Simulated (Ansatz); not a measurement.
# FGeH3: the cost of one run

Computed with Ansatz 0.2.0, Gaussian basis. Level: PBE0-D4/def2-SVP.

23 further runs of the same task are left out: 1 that didn't finish, 22 set aside as unsound or not needed.

### 1 The starting structure

The first end: 5 atoms, charge 0, spin multiplicity 1.

Atoms are counted from 1 here; the program's logs count them from 0.

Bond lengths: Ge1–H4 1.599 Å, Ge1–H5 1.604 Å, H2–F3 0.927 Å. Angles: H4–Ge1–H5 90.4°.

Coordinates:

```mol
FGeH3
  3D, bonds by distance, orders not assigned

  5  3  0  0  0  0  0  0  0  0999 V2000
   -1.1022   -0.5544   -0.1913 Ge  0  0
    1.4349    0.2425    0.0145 H   0  0
    1.2346   -0.3788   -0.6440 F   0  0
   -1.0366    1.0187   -0.4690 H   0  0
   -0.5307   -0.3280    1.2899 H   0  0
  1  4  8  0
  1  5  8  0
  2  3  8  0
M  END
```

The second end:

```
Ge   -0.6869   -0.5623   -0.6344
H     0.3569    0.3656    1.2405
F     0.8470   -0.4544   -1.4955
H    -0.8871    1.0300   -0.5113
H     0.3702   -0.3788    1.4006
```

### 2 The band at PBE0-D4/def2-SVP

neb/in.yaml reads:

```yaml
crystal:
  periodic: [false, false, false]
  atoms:
    - {symbol: Ge, position_ang: [-1.102201, -0.554365, -0.191349]}
    - {symbol: H, position_ang: [1.434923, 0.242479, 0.014455]}
    - {symbol: F, position_ang: [1.234633, -0.378817, -0.644021]}
    - {symbol: H, position_ang: [-1.036617, 1.018749, -0.468983]}
    - {symbol: H, position_ang: [-0.530739, -0.328046, 1.289899]}
basis:
  gaussian: {orbitals: def2-SVP}
hamiltonian: {xc: pbe0, dispersion: d4}
neb:
  images: 5
  climbing: true
  max_iterations: 40
  initial_path: idpp
  final_atoms:
    - {symbol: Ge, position_ang: [-0.686925, -0.562290, -0.634361]}
    - {symbol: H, position_ang: [0.356891, 0.365582, 1.240523]}
    - {symbol: F, position_ang: [0.846957, -0.454447, -1.495535]}
    - {symbol: H, position_ang: [-0.887075, 1.029958, -0.511265]}
    - {symbol: H, position_ang: [0.370153, -0.378803, 1.400637]}
```

Run with:

```
$ ansatz run in.yaml --threads 2 --pin off --events-out ev --progress --plain --max-ram 4352MiB
```

**Question.** How long does this run take on 2 threads of Arm Neoverse V2, shared host?

About 63 s.
